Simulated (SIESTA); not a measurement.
## DyAgB4F16 under changes of volume

One of the cells (16.224 Å³/atom); the others are scaled copies at fixed shape and fractional positions:

```xyz
22
Lattice="7.0301 0.0000 -0.9325 0.0000 5.2997 0.0000 -2.0880 0.0000 9.8567" Properties=species:S:1:pos:R:3 pbc="T T T"
Dy    0.0000    4.8145    0.0000
Ag   -1.0440    2.9461    4.9284
B    -0.3755    0.1104    6.8713
B     1.0129    2.5385    1.6956
B     3.9291    2.5385    7.2287
B     5.3176    0.1104    2.0530
F     0.5057    4.3855    6.5652
F    -0.5320    0.1441    8.3955
F     5.3607    5.1529    5.4465
F     0.0901    1.3746    6.5033
F     1.3116    2.4891    3.0117
F     6.6707    2.9660    0.4975
F     1.1637    1.2434    1.0492
F     1.7631    3.5387    0.9542
F     3.7783    1.2434    7.8751
F     3.1789    3.5387    7.9701
F     3.6304    2.4891    5.9126
F    -1.7286    2.9660    8.4268
F    -0.4186    5.1529    3.4778
F     4.8519    1.3746    2.4210
F     4.4364    4.3855    2.3591
F     5.4741    0.1441    0.5288
```

The cell was built by a generator and needn't be a form met in nature.

```yaml
Program: SIESTA 5.4.2
Functional: PBE
Potentials_or_basis: PseudoDojo 0.4 standard with PseudoDojo 3+ lanthanides (4f in the core) (PBE files)
Basis: DZP (energy shift 0.003 Ry; two zetas on semicore shells)
Grid_cutoff: 800 Ry
Energy_shift: 0.003 Ry
k_mesh: 4 × 5 × 3
Occupations: fermi-dirac, width 0.05 eV
Spin: collinear spin, ferromagnetic start
Starting_moments: "[5.0, 0.0, 0.0, 0.0, 0.0, 0.0, 0.0, 0.0, 0.0, 0.0, 0.0, 0.0, 0.0, 0.0, 0.0, 0.0, 0.0, 0.0, 0.0, 0.0, 0.0, 0.0] μB"
```

```tsv
volume (Å³/atom)	energy over the lowest point (meV/atom)	pressure (GPa)	gap on the mesh (eV)	largest force (eV/Å)
14.951	19.23	6.4	4.39	2.062
15.269	8.70	4.3	4.37	1.519
15.587	2.22	2.3	4.35	1.012
16.224	0.00	-1.1	4.31	0.214
16.542	?	?	?	?
16.860	9.72	-3.7	4.28	0.650
```

Question: What does the run at 16.542 Å³/atom give?

Answer: Energy over the lowest point 3.53 meV/atom; pressure -2.5 GPa; gap on the mesh 4.29 eV; largest force 0.271 eV/Å.

Worked out: A Birch-Murnaghan fit of order 3 (a polynomial in V^(-2/3)) to the other rows has its minimum at 16.01 Å³/atom with B0 = V·E''(V) = 81 GPa and B' = 4.3 at fixed shape and positions, which overstates the stiffness. It gives 3.52 meV/atom at 16.542 Å³/atom, against the run's 3.53, and -dE/dV = -2.5 GPa, against -2.5. A straight line through the other rows of the gap, of slope -0.927 eV per unit of ln V (its deformation potential), gives 4.30 eV, against the run's 4.29.

Energies are extrapolated to zero smearing.

Caveats: the magnetic or orbital state may not be the lowest; short orbitals over semicore shells can move pressures by several GPa; spin-orbit coupling is left out, which moves the levels of the heavy elements; an odd mesh through Γ misses points on the zone boundary, where band edges often lie; the 4f electrons are frozen in the core as for a trivalent ion, so they carry no moment and show no levels; the basis of atomic orbitals isn't converged, which shifts pressures, moduli and gaps; forces of over 1 eV/Å show positions far from the minimum, so gaps and moduli don't describe the material at rest (some runs).
